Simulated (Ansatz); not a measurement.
# Hf3Zr2Ta3Ti5Mo3: the cost of one run

All numbers below are computed with Ansatz 0.2.0 (DFT PBEsol, scalar-relativistic, plane waves, PAW).

1 further run of the same task is left out (it didn't finish). Runs told in other sessions of the task aren't counted.

### Step 1. The system as given

The cell holds 16 atoms (Hf3Mo3Ta3Ti5Zr2): a = 6.721 Å, b = 6.721 Å, c = 6.721 Å, α = 90.00°, β = 90.00°, γ = 90.00°.

The sites of an ideal bcc lattice, at a guessed lattice constant, take 3 Mo, 2 Zr, 3 Hf, 5 Ti, 3 Ta (sublattices apart by semicolons), with a shake of 0.02 Å. Warren-Cowley parameters of the first shell (negative: unlike neighbours preferred): Hf-Mo -0.11, Hf-Ta +0.11, Hf-Ti -0.07, Hf-Zr +0.00, Mo-Ta -0.11, Mo-Ti +0.07. In a cell this small the draw can fall short of the order aimed at.

Coordinates:

```
Ti Zr Mo Hf Ta
1.0
     6.72100    0.00000    0.00000
     0.00000    6.72100    0.00000
     0.00000    0.00000    6.72100
Ti Zr Mo Hf Ta
5 2 3 3 3
Cartesian
  3.3553 0.0115 6.7070
  3.3471 6.7205 3.3762
  6.7152 3.3781 3.3245
  1.6939 1.6635 5.0350
  5.0390 1.6903 5.0462
  6.6971 0.0158 0.0063
  1.6768 1.6845 1.6855
  0.0024 3.3723 6.6952
  3.3682 3.3419 0.0076
  5.0316 1.7023 1.6506
  0.0008 6.7088 3.3936
  1.6753 5.0290 5.0209
  5.0569 5.0074 5.0410
  1.7029 5.0369 1.6864
  3.3718 3.3611 3.3779
  5.0614 5.0474 1.7087
```

### Step 2. Relaxation without symmetry, coarse mesh

A cheap relaxation: coarse mesh, no symmetry, loose thresholds.

Contents of input.yaml:

```yaml
crystal:
  lattice:
    - [6.7210004, 0.0, 0.0]
    - [0.0, 6.7210004, 0.0]
    - [0.0, 0.0, 6.7210004]
  atoms:
    - { symbol: Ti, position: [0.499220422, 0.0017069359, 0.9979208274] }
    - { symbol: Ti, position: [0.4980055637, 0.9999277785, 0.5023288515] }
    - { symbol: Ti, position: [0.99913076, 0.5026148304, 0.4946455828] }
    - { symbol: Ti, position: [0.2520363259, 0.2475090102, 0.7491371218] }
    - { symbol: Ti, position: [0.7497347366, 0.2514926581, 0.7508102169] }
    - { symbol: Zr, position: [0.9964423134, 0.0023574757, 0.0009377342] }
    - { symbol: Zr, position: [0.249488694, 0.2506320788, 0.2507884643] }
    - { symbol: Mo, position: [0.0003579962, 0.5017592122, 0.9961598796] }
    - { symbol: Mo, position: [0.5011395972, 0.4972361723, 0.0011356166] }
    - { symbol: Mo, position: [0.7486319115, 0.2532790687, 0.2455947087] }
    - { symbol: Hf, position: [0.0001121548, 0.9981867168, 0.5049266203] }
    - { symbol: Hf, position: [0.2492668866, 0.7482462728, 0.7470491308] }
    - { symbol: Hf, position: [0.7523978935, 0.7450398355, 0.7500432063] }
    - { symbol: Ta, position: [0.2533768014, 0.7494271035, 0.2509078721] }
    - { symbol: Ta, position: [0.5016748063, 0.5000880717, 0.5025861505] }
    - { symbol: Ta, position: [0.7530787968, 0.7509904168, 0.2542363585] }
  symmetry: { detect: false }
basis:
  ecutwfc: 420
kpoints:
  mp_grid: { grid: [2, 2, 2], shift: [0.5, 0.5, 0.5] }
hamiltonian:
  xc: pbesol
scf:
  occupations: { method: gaussian, width: 0.1 }
  lower_state_search: "off"
output:
  forces: true
  stress: true
  eigenvalues: true
relax:
  adjacent_minimum: "off"
  f_tol: 0.04
  max_steps: 50
  cell: { stress_tol: 0.3 }
```

Run with:

```bash
ansatz run input.yaml --threads 4 --pin off --max-ram 9216MiB --backend cpu --events-out ev --progress --plain --runs-dir out
```

Q: Estimate wall time and peak memory on 4 threads of Arm Neoverse V1, shared host.

About 3.3 min, with a peak of 1.3 GiB.
